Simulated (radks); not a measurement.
**Ge³⁺ in [Ar] 3d10 4s1: an all-electron calculation**

One table from this session's results is given with a row withheld; the runs are named, their logs left out.

The numbers are computed with radks (a radial shooting solver on a logarithmic mesh, Libxc functionals) version 1 (scalar-relativistic Kohn-Sham, MS2 meta-GGA, spin-unpolarised, spherical densities, finite nucleus), except any that are marked as measured or tabulated.

### What is computed

```
element            : germanium (Z = 32)
charge             : +3
electrons          : 29
configuration      : [Ar] 3d10 4s1
nuclear rms radius : 4.0742 fm
```

Outer shells as boxes (Hund's rule):

Ge³⁺
```
[Ar] core
3d [↑↓][↑↓][↑↓][↑↓][↑↓]
4s [↑ ]
```

Set-up of the first run:

Settings of this run:

```text
Z 32
configuration [Ar] 3d10 4s1 4p0 5s0 4d0 4f0
relativity scalar-relativistic
functional ms2,regtpss
spin unpolarised
nucleus finite rms 4.0742 fm
c 137.035999084
```

Steps of the session up to this table: Self-consistent calculation.

One of the session's tables, all rows but one given; the rest of the session is left out.

It belongs to the step «Orbitals and density». Radial moments (bohr):

| level | <r> | outermost maximum (interpolated) | 90 % within | nodes |
| --- | --- | --- | --- | --- |
| 1s | 0.04697 | 0.0307 | 0.0839 | 0 |
| 2s | 0.2095 | 0.176 | 0.324 | 1 |
| 2p | 0.1837 | 0.141 | 0.300 | 0 |
| 3s | 0.6221 | 0.542 | 0.928 | 2 |
| 3p | 0.6456 | 0.544 | 0.990 | 1 |
| 3d | 0.7249 | 0.506 | 1.22 | 0 |
| 4s | 1.852 | 1.62 | 2.71 | 3 |
| 4p | 2.154 | 1.87 | 3.18 | 2 |
| 4d | ? | ? | ? | ? |

**Question.** Estimate the row for 4d.

As computed: <r>: 3.094; outermost maximum (interpolated): 2.71; 90 % within: 4.60; nodes: 1. In the column «<r>» it is the highest.

Caveats from the session: Spin polarisation and multiplet splitting are left out.
